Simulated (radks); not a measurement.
# Pr⁴⁺ in [Xe] 5d1: an all-electron calculation

An exercise on one series of results from a longer session: the logs are not shown, and one member is left open.

Method: scalar-relativistic Kohn-Sham, LDA (Slater exchange, Perdew-Wang correlation), spin-unpolarised, spherical densities, finite nucleus. Code: radks (a radial shooting solver on a logarithmic mesh, Libxc functionals) version 1.

## The system

* element: praseodymium (Z = 59)
* charge: +4
* electrons: 55
* configuration: [Xe] 5d1
* nuclear rms radius: 4.8919 fm

Outer shells as boxes (Hund's rule):

Pr⁴⁺
```
[Xe] core
5d [↑ ][  ][  ][  ][  ]
```

Set-up of the first run:

Input:

```text
Z 59
configuration [Xe] 5d1
relativity scalar-relativistic
functional lda,pw
spin unpolarised
nucleus finite rms 4.8919 fm
c 137.035999084
```

Among the steps run: Self-consistent calculation.

One table of the session follows, with a row left open; its other results are not shown here.

It belongs to the step «Shells». Sizes of the orbitals, from the radial functions (bohr):

| level | <r> | outermost maximum (interpolated) | 90 % within | nodes |
| --- | --- | --- | --- | --- |
| 1s | 0.02411 | 0.0154 | 0.0435 | 0 |
| 2s | 0.1032 | 0.0873 | 0.159 | 1 |
| 2p | 0.09059 | 0.0703 | 0.147 | 0 |
| 3s | 0.2728 | 0.249 | 0.400 | 2 |
| 3p | 0.2708 | 0.244 | 0.405 | 1 |
| 3d | 0.2478 | 0.201 | 0.387 | 0 |
| 4s | 0.6180 | 0.577 | 0.887 | 3 |
| 4p | 0.6523 | 0.602 | 0.947 | 2 |
| 4d | 0.7101 | 0.629 | 1.06 | 1 |
| 5s | 1.399 | 1.29 | 1.99 | 4 |
| 5p | ? | ? | ? | ? |
| 5d | 2.011 | 1.78 | 2.94 | 2 |

**Question.** Estimate the row for 5p.

**Answer.** <r>: 1.571; outermost maximum (interpolated): 1.43; 90 % within: 2.25; nodes: 3. In the column «<r>» it lies between 5s (1.399) and 5d (2.011).
